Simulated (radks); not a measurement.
# Kr²⁺ in [Ar] 3d10 4s1.75 4p4 5s0.25: an all-electron calculation

One table from this session's results is given with a row withheld; the runs are named, their logs left out.

Program: radks (a radial shooting solver on a logarithmic mesh, Libxc functionals) version 1. Level of theory: scalar-relativistic Kohn-Sham, PBE, spin-unpolarised, spherical densities, point nucleus. These are calculated values, not measurements, unless marked.

## The system

```
element       : krypton (Z = 36)
charge        : +2
electrons     : 34
configuration : [Ar] 3d10 4s1.75 4p4 5s0.25
```

The first run:

Settings of this run:

```text
Z 36
configuration [Ar] 3d10 4s1.75 4p4 5s0.25 4d0 5p0
relativity scalar-relativistic
functional pbe,pbe
spin unpolarised
nucleus point
c 137.035999084
```

One table of the session follows, with a row left open; its other results are not shown here.

It belongs to the step «Orbitals and density». From the orbitals of this run (lengths in bohr):

```
level      <r>  outermost maximum (interpolated)  90 % within  nodes
   1s  0.04149                            0.0271       0.0742      0
   2s   0.1835                             0.154        0.284      1
   2p   0.1601                             0.123        0.261      0
   3s   0.5301                             0.467        0.788      2
   3p   0.5402                             0.463        0.823      1
   3d        ?                                 ?            ?      ?
   4s    1.492                              1.31         2.19      3
   4p    1.721                              1.48         2.56      2
   5s    3.767                              3.44         5.40      4
   4d    2.685                              2.14         4.18      1
   5p    4.492                              4.12         6.45      3
```

**Question.** Estimate the row for 3d.

As computed: <r>: 0.5543; outermost maximum (interpolated): 0.411; 90 % within: 0.907; nodes: 0. In the column «<r>» it lies between 3p (0.5402) and 4s (1.492).
